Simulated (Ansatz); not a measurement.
**FGeH₅OSi: small, medium and large basis sets**

How large a basis does FGeH₅OSi need? Two functionals are run in growing sets.

Method: one geometry, several basis sets; program: Ansatz 0.2.0, Gaussian basis.

Levels to be run: PBE0-D4/def2-SVP; ωB97M-V/def2-SVP; PBE0-D4/def2-QZVPP; ωB97M-V/def2-QZVPP; the functionals' def2-TZVPP values are taken from earlier runs.

## (1) The relaxed structure

An earlier PBE0-D4 in a triple-zeta def2 set relaxation fixed the geometry.

SMILES `[F][GeH2][O][SiH3]`, 9 atoms, charge 0, spin multiplicity 1.

Atoms are counted from 1 here; the program's logs count them from 0.

Bond lengths: F1–Ge2 1.735 Å, Ge2–O3 1.752 Å, Ge2–H5 1.527 Å, Ge2–H6 1.532 Å, O3–Si4 1.642 Å, Si4–H7 1.484 Å, Si4–H8 1.489 Å, Si4–H9 1.484 Å. Angles: F1–Ge2–O3 106.4°, F1–Ge2–H5 107.6°, F1–Ge2–H6 106.3°, O3–Ge2–H5 107.7°, O3–Ge2–H6 110.5°, H5–Ge2–H6 117.7°, Ge2–O3–Si4 135.5°, O3–Si4–H7 110.6°, O3–Si4–H8 110.4°, O3–Si4–H9 107.8°, H7–Si4–H8 109.0°, H7–Si4–H9 109.6°, H8–Si4–H9 109.5°.

## (2) PBE0-D4 in def2-SVP

in.yaml reads:

```yaml
crystal:
  periodic: [false, false, false]
  atoms:
    - {symbol: F, position_ang: [-0.320911, 2.199133, -0.801381]}
    - {symbol: Ge, position_ang: [-0.724872, 0.581818, -1.283446]}
    - {symbol: O, position_ang: [0.362889, -0.480198, -0.412549]}
    - {symbol: Si, position_ang: [0.750163, -0.722654, 1.165069]}
    - {symbol: H, position_ang: [-0.409385, 0.450237, -2.771802]}
    - {symbol: H, position_ang: [-2.172191, 0.349376, -0.838512]}
    - {symbol: H, position_ang: [1.861370, 0.172714, 1.573593]}
    - {symbol: H, position_ang: [-0.429460, -0.459387, 2.034885]}
    - {symbol: H, position_ang: [1.170797, -2.137238, 1.317144]}
basis:
  gaussian: {orbitals: def2-SVP}
hamiltonian: {xc: pbe0, dispersion: d4}
output: {orbitals: {seedname: orbitals}}
```

After this run come: ωB97M-V in def2-SVP; PBE0-D4 in def2-QZVPP; ωB97M-V in def2-QZVPP.

Before running them: what should the planned runs give, taken together? Wanted: PBE0-D4: double and triple zeta above quadruple; ωB97M-V: double and triple zeta above quadruple.

**Answer**, as computed:

| quantity | value |
| --- | --- |
| PBE0-D4: double and triple zeta above quadruple | 17.92, 1.81 eV |
| ωB97M-V: double and triple zeta above quadruple | 17.98, 1.73 eV |

In words: For PBE0-D4 the step from double to triple zeta gains 16.11 eV and the next only 1.81 eV. Total energies overstate the basis error of differences, where much of it tends to cancel. The LUMO of ωB97M-V is positive and keeps falling with the basis (2.23 to 1.25 eV): an unbound level that the basis holds in place.
